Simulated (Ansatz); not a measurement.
# Cu3TeAs3: the cost of one run

Program: Ansatz 0.2.0. Level of theory: DFT PBE, scalar-relativistic, plane waves, PAW. These are calculated values, not measurements.

**1. The structure to begin with**

It takes space group Pm-3m (No. 221, cubic). Conventional cell: a = 5.273 Å, b = 5.273 Å, c = 5.273 Å, α = 90.00°, β = 90.00°, γ = 90.00°. Cu (site symmetry 4/mmm) is surrounded by 2 Te at 2.64 Å and 4 As at 2.64 Å. Te (site symmetry m-3m) has 6 Cu at 2.64 Å as nearest neighbours. Around As (site symmetry 4/mmm) lie 4 Cu at 2.64 Å.

As a file:

```xyz
7
Lattice="5.2727 0.0000 0.0000 0.0000 5.2727 0.0000 0.0000 0.0000 5.2727" Properties=species:S:1:pos:R:3 pbc="T T T"
Cu    2.6364    2.6364    0.0000
Cu    0.0000    2.6364    2.6364
Cu    2.6364    0.0000    2.6364
Te    2.6364    2.6364    2.6364
As    2.6364    0.0000    0.0000
As    0.0000    2.6364    0.0000
As    0.0000    0.0000    2.6364
```

Recipe of the guess: species swapped into a database cell of Ce3GaBr3 (Pm-3m, No. 221), with Cu on the Ce sites, Te on the Ga sites and As on the Br sites. Lengths come from tabulated atomic sizes and are only a guess.

**2. A first look at the guess**

Input file input.yaml:

```yaml
crystal:
  lattice:
    - [5.27274314, 0.0, 0.0]
    - [0.0, 5.27274314, 0.0]
    - [0.0, 0.0, 5.27274314]
  atoms:
    - { symbol: Cu, position: [0.5, 0.5, 0.0] }
    - { symbol: Cu, position: [0.0, 0.5, 0.5] }
    - { symbol: Cu, position: [0.5, 0.0, 0.5] }
    - { symbol: Te, position: [0.5, 0.5, 0.5] }
    - { symbol: As, position: [0.5, 0.0, 0.0] }
    - { symbol: As, position: [0.0, 0.5, 0.0] }
    - { symbol: As, position: [0.0, 0.0, 0.5] }
basis:
  ecutwfc: 420
kpoints:
  mp_grid: { grid: [4, 4, 4] }
hamiltonian:
  xc: pbe
scf:
  occupations: { method: gaussian, width: 0.1 }
  lower_state_search: "off"
output:
  forces: true
  stress: true
  eigenvalues: true
```

Run with:

```console
$ ansatz run input.yaml --threads 1 --pin off --max-ram 2048MiB --backend cpu --events-out ev --progress --plain --runs-dir out
```

Q: Estimate wall time and peak memory on 1 thread of Arm Neoverse V1, shared host.

About 7.8 s, with a peak of 0.45 GiB.
